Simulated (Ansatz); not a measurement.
Run this with Ansatz's Python interface and show what comes out.

The script, `transition_c.py`:
```python
"""Pressure at which two phases of C cross."""

import ansatz as az
import numpy as np

config = {
    "xc": "lda",
    "tolerance": 1e-05,
    "max_scf": 100,
    "k_spacing": 0.39,
    "smearing": "fermi_dirac",
    "width_ev": 0.1,
}


def fcc(a_site, a):
    return (
        az.Lattice.fcc(a)
        .space_group(225)
        .atom(a_site, [0, 0, 0])
        .primitive()
    )


def sc(first, a):
    return (
        az.Lattice.cubic(a)
        .space_group(221)
        .atom(first, [0, 0, 0])
    )


def solve(name, crystal, pressure=0.0):
    calc = crystal.calculation()
    calc = calc.functional(config["xc"])
    calc = calc.basis(31 * az.Ry)
    calc = calc.accuracy("low").scf(tolerance=config["tolerance"], max_iterations=config["max_scf"], algorithm="density_mixing")
    calc = calc.kpoints(spacing=config["k_spacing"])
    calc = calc.occupations(config["smearing"], width=config["width_ev"])
    calc = calc.relax(force_tolerance=0.02, cell=True, pressure=pressure)
    return calc.run(threads=1)


def volume_per_atom(outcome):
    return abs(np.linalg.det(outcome.lattice.cell_ang)) / len(outcome.lattice.sites)

phases = {}
phases["fcc"] = fcc("C", 3.0)
phases["sc"] = sc("C", 1.95)

# H = E + PV, with 1 eV per cubic angstrom equal to 160.2 GPa
pressures = [0, 10, 20, 30]
enthalpy, volume = {name: [] for name in phases}, {name: [] for name in phases}
for p in pressures:
    for name, crystal in phases.items():
        o = solve(name, crystal, pressure=p)
        volume[name].append(volume_per_atom(o))
        enthalpy[name].append(o.report["energy_sigma0_ev"] / len(o.lattice.sites) + p * volume[name][-1] / 160.21766)
gap = np.array(enthalpy["sc"]) - np.array(enthalpy["fcc"])
rows = [(p, va, vb, 1000 * d) for p, va, vb, d in zip(pressures, volume["fcc"], volume["sc"], gap)]
print("| P (GPa) | V fcc (A^3/atom) | V sc (A^3/atom) | H(sc) - H(fcc) (meV/atom) |")
print("| --- | --- | --- | --- |")
for row in rows:
    print(f"| {row[0]:d} | {row[1]:.3f} | {row[2]:.3f} | {row[3]:+.1f} |")
crossings = [p0 - g0 * (p1 - p0) / (g1 - g0) for p0, p1, g0, g1 in zip(pressures, pressures[1:], gap, gap[1:]) if g0 * g1 < 0]
print("crossing near", [round(float(p), 1) for p in crossings], "GPa") if crossings else print("no crossing in this range")
```

```console
$ python transition_c.py
DeckWarning: scf.convergence.dr2_threshold = 1e-5 eV is looser than this run's default, which is 1e-7 eV or tighter. The error in the forces grows as the threshold's square root, so leave the key out unless less accurate forces are enough
DeckWarning: relax.cell: scf.convergence.dr2_threshold = 1e-5 eV is looser than the 1e-10 eV advised for a relaxation that steers and ends on the stress (1e-10 eV for each atom of the cell: 1). What an SCF threshold leaves in a stress goes as its square root, and in the free energy as the threshold itself, and one [...]
| P (GPa) | V fcc (A^3/atom) | V sc (A^3/atom) | H(sc) - H(fcc) (meV/atom) |
| --- | --- | --- | --- |
| 0 | 6.862 | 5.398 | -1999.4 |
| 10 | 6.546 | 5.267 | -2085.5 |
| 20 | 6.285 | 5.152 | -2161.5 |
| 30 | 6.058 | 5.048 | -2228.7 |
no crossing in this range
```
(Warnings from the package without file and line, shortened.)

These settings explore the input space; cutoff and mesh may be short of convergence. At a fixed pressure a relaxation lowers the enthalpy F + PV, while F alone can rise. For the metals among these phases the mesh is modest: differences between phases can be off by up to 40 meV an atom. Only these two structures are compared, at zero temperature and with their symmetry kept; either may be hypothetical, and another phase may be lower than both. Differences under about 40 meV an atom lie within the error of mesh and functional. The cells are prototypes set up for this calculation and needn't exist. Wall time of the script: 14 s on 1 thread of Arm Neoverse V1, on a shared host, peak memory 0.32 GiB.
